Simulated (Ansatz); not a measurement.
# CH9BSi3: the cost of one run

Program: Ansatz 0.2.0. Level of theory: UKS PBE-D4/STO-3G. These are calculated values, not measurements.

### 1 Starting point

Bond lengths: Si1–C2 1.847 Å, C2–B3 1.633 Å, B3–Si4 2.071 Å, C2–Si5 1.867 Å, Si4–Si5 2.130 Å, Si1–H6 1.412 Å, Si1–H7 1.488 Å, Si1–H8 1.526 Å, C2–H9 1.085 Å, B3–H10 1.149 Å, Si4–H11 1.475 Å, Si4–H12 1.436 Å, Si5–H13 1.464 Å, Si5–H14 1.441 Å. Angles (14 of 27 angles, heavy atoms first): Si1–C2–B3 109.5°, Si1–C2–Si5 109.8°, B3–C2–Si5 106.3°, C2–B3–Si4 88.8°, B3–Si4–Si5 83.7°, C2–Si5–Si4 81.2°, Si1–C2–H9 110.2°, B3–C2–H9 111.2°, Si5–C2–H9 109.8°, C2–Si1–H6 113.6°, C2–Si1–H7 108.5°, C2–Si1–H8 108.3°, C2–B3–H10 136.5°, Si4–B3–H10 134.7°.

Coordinates:

```xyz
14

Si   -1.2165    0.9732    1.1938
C    -0.4877    0.4334   -0.4152
B    -0.8218   -1.1454   -0.6620
Si    1.2131   -1.5308   -0.6585
Si    1.3734    0.5693   -0.3438
H    -0.7454    0.2376    2.3027
H    -2.6974    0.8591    1.1042
H    -0.9019    2.4532    1.3896
H    -0.8701    1.0467   -1.2248
H    -1.7663   -1.7927   -0.7519
H     1.5315   -2.3603    0.5188
H     1.6306   -1.9794   -1.9570
H     1.8320    0.9170    1.0018
H     1.9136    1.2899   -1.4689
```

### 2 Relaxing the start

File input.yaml:

```yaml
crystal:
  periodic: [false, false, false]
  atoms:
    - { symbol: Si, position_ang: [-1.2165, 0.9732, 1.1938] }
    - { symbol: C, position_ang: [-0.4877, 0.4334, -0.4152] }
    - { symbol: B, position_ang: [-0.8218, -1.1454, -0.662] }
    - { symbol: Si, position_ang: [1.2131, -1.5308, -0.6585] }
    - { symbol: Si, position_ang: [1.3734, 0.5693, -0.3438] }
    - { symbol: H, position_ang: [-0.7454, 0.2376, 2.3027] }
    - { symbol: H, position_ang: [-2.6974, 0.8591, 1.1042] }
    - { symbol: H, position_ang: [-0.9019, 2.4532, 1.3896] }
    - { symbol: H, position_ang: [-0.8701, 1.0467, -1.2248] }
    - { symbol: H, position_ang: [-1.7663, -1.7927, -0.7519] }
    - { symbol: H, position_ang: [1.5315, -2.3603, 0.5188] }
    - { symbol: H, position_ang: [1.6306, -1.9794, -1.957] }
    - { symbol: H, position_ang: [1.832, 0.917, 1.0018] }
    - { symbol: H, position_ang: [1.9136, 1.2899, -1.4689] }
magnetization:
  spin_polarized: true
basis:
  gaussian: { orbitals: STO-3G }
hamiltonian:
  xc: pbe
  dispersion: d4
relax:
  f_tol: 0.02
  max_steps: 40
output:
  orbitals: {}
```

Run with:

```bash
$ ansatz run input.yaml --threads 1 --pin off --max-ram 2048MiB --backend cpu --events-out ev --progress --plain --runs-dir out
```

**Question.** How long does this run take on 1 thread of Arm Neoverse V1, shared host, and how much memory does it need?

About 90 s, with a peak of 0.16 GiB.
